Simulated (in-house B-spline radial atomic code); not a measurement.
# Ce⁵¹⁺: ionisation energy by several methods

Wanted: one ionisation energy, Ce⁵¹⁺ to configuration [He] 2s2 2p2, up the ladder of functionals.

The numbers are computed with in-house B-spline radial atomic code version 1 (scalar-relativistic (X2C), several functionals, spin-polarised; spherical all-electron atom at the radial basis limit), except any that are marked as measured or tabulated.

## 1. The atom as given

* element: cerium (Z = 58)
* charge: +51
* electrons: 7
* configuration: [He] 2s2 2p3
* nucleus: Fermi, rms radius 4.877 fm

Outer shells as boxes (Hund's rule):

[He] 2s2 2p3
```
[He] core
2s [↑↓]
2p [↑ ][↑ ][↑ ]
```

Where spins are not typed, each open shell is filled with up spins first.

## 2. revTPSS, a meta-GGA

Input settings:

```ini
Z = 58
electrons = 7.0
configuration = [He] 2s2 2p3
hamiltonian = x2c
method = revtpss,revtpss
spin_polarised = True
nucleus = fermi
rms_radius = 4.8771
mass_number = 140
atomic_mass = 139.905448433
speed_of_light = 137.035999084
```

On the command line:

```bash
> python run_scf.py task.json out
```

One command runs all members of the session, one after another, from task.json.

## 3. exchange-only LDA

Changes to the settings of step 2:

```diff
@@ -4,3 +4,3 @@
 hamiltonian = x2c
-method = revtpss,revtpss
+method = lda,
 spin_polarised = True
```

## 4. AM05, a GGA

Changes to the settings of step 3:

```diff
@@ -4,3 +4,3 @@
 hamiltonian = x2c
-method = lda,
+method = am05
 spin_polarised = True
```

## 5. PBE, a GGA

Changes to the settings of step 4:

```diff
@@ -4,3 +4,3 @@
 hamiltonian = x2c
-method = am05
+method = pbe,pbe
 spin_polarised = True
```

Q: The tabulated ionisation energy is 9803 ± 4 eV (tabulated theoretical; NIST Atomic Spectra Database). What does each method give, and which comes nearest?

As calculated:

| method | rung | total energy (hartree) | ΔSCF (eV) | −ε highest (eV) | ΔSCF less tabulated (eV) |
| --- | --- | --- | --- | --- | --- |
| exchange-only LDA | LDA | -5446.4987 | 9989.40 | 9860.60 (2p up) | +186.40 |
| AM05 | GGA | -5448.5956 | 9992.11 | 9863.40 (2p up) | +189.11 |
| PBE | GGA | -5453.8490 | 9997.00 | 9868.16 (2p up) | +194.00 |
| revTPSS | meta-GGA | -5453.9466 | 9997.50 | 9869.31 (2p up) | +194.50 |

The tabulated ionisation energy is 9803 ± 4 eV (tabulated theoretical; NIST Atomic Spectra Database). exchange-only LDA comes nearest (+186.40 eV) and revTPSS is farthest (+194.50 eV, 2.0 %). All methods miss on the same side by much the same amount, which points to something that they share. Relativistic terms that these runs lack can be as large as the gaps between close methods, so the nearest may be so by luck. PBE is off by +194.00 eV. Spin-orbit coupling is left out. Open shells are averaged (over orientations, and over spins where the run is restricted), while tables refer to the lowest levels.

Members of this set that are not shown: 3 used exact exchange with fractional occupations of an open shell, which is unsound here.
